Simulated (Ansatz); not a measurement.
# Mg5Te2: the cost of one run

Computed with Ansatz 0.2.0 (DFT PBE, scalar-relativistic, plane waves, PAW, unless a step names another level, unless a step's input says otherwise).

4 further runs of the same task are left out: 2 that didn't finish, 2 set aside as unsound or not needed.

## 1. The structure to begin with

The structure is trigonal, space group P-3m1 (No. 164). The conventional cell has a = 4.243 Å, b = 4.243 Å, c = 12.381 Å, α = 90.00°, β = 90.00°, γ = 120.00°. Around Mg (site symmetry 3m) lie 3 Te at 2.98 Å and 3 Mg at 3.11 Å. Around Mg (site symmetry 3m) lie 6 Mg at 2.97 to 3.11 Å. Mg (site symmetry -3m) is surrounded by 6 Te at 3.01 Å. Te (site symmetry 3m) is surrounded by 6 Mg at 2.98 to 3.01 Å.

Coordinates:

```
Mg Te
1.0
     4.24267    0.00000    0.00000
    -2.12133    3.67426    0.00000
     0.00000    0.00000   12.38070
Mg Te
5 2
Direct
  0.33333 0.66667 0.72262
  0.66667 0.33333 0.56759
  0.66667 0.33333 0.27738
  0.33333 0.66667 0.43241
  0.00000 0.00000 0.00000
  0.66667 0.33333 0.85923
  0.33333 0.66667 0.14077
```

It came out lowest among 24 distinct ends of the trial cells. At a tolerance of 0.05 Å it has space group P-3m1 (No. 164).

## 2. Tight relaxation for the response runs, on the response runs' mesh and smearing

The input, input.yaml:

```yaml
crystal:
  lattice:
    - [4.2426663091, 0.0, 0.0]
    - [-2.1213331545, 3.6742568035, 0.0]
    - [0.0, 0.0, 12.380695034]
  atoms:
    - { symbol: Mg, position: [0.3333333333, 0.6666666667, 0.722615021] }
    - { symbol: Mg, position: [0.6666666667, 0.3333333333, 0.5675881393] }
    - { symbol: Mg, position: [0.6666666667, 0.3333333333, 0.277384979] }
    - { symbol: Mg, position: [0.3333333333, 0.6666666667, 0.4324118607] }
    - { symbol: Mg, position: [0.0, 0.0, 0.0] }
    - { symbol: Te, position: [0.6666666667, 0.3333333333, 0.859234464] }
    - { symbol: Te, position: [0.3333333333, 0.6666666667, 0.140765536] }
basis:
  ecutwfc: 420
kpoints:
  mp_grid: { grid: [12, 12, 4] }
hamiltonian:
  xc: pbe
scf:
  occupations: { method: gaussian, width: 0.1 }
output:
  forces: true
  stress: true
  eigenvalues: true
relax:
  adjacent_minimum: "off"
  f_tol: 0.001
  max_steps: 60
  cell: { stress_tol: 0.01 }
```

Command:

```console
> ansatz run input.yaml --threads 3 --pin off --max-ram 7680MiB --backend cpu --events-out ev --progress --plain --runs-dir out
```

What time and memory should one allow on 3 threads of Intel Xeon at 2.70GHz, shared host?

About 44 s, with a peak of 0.83 GiB.
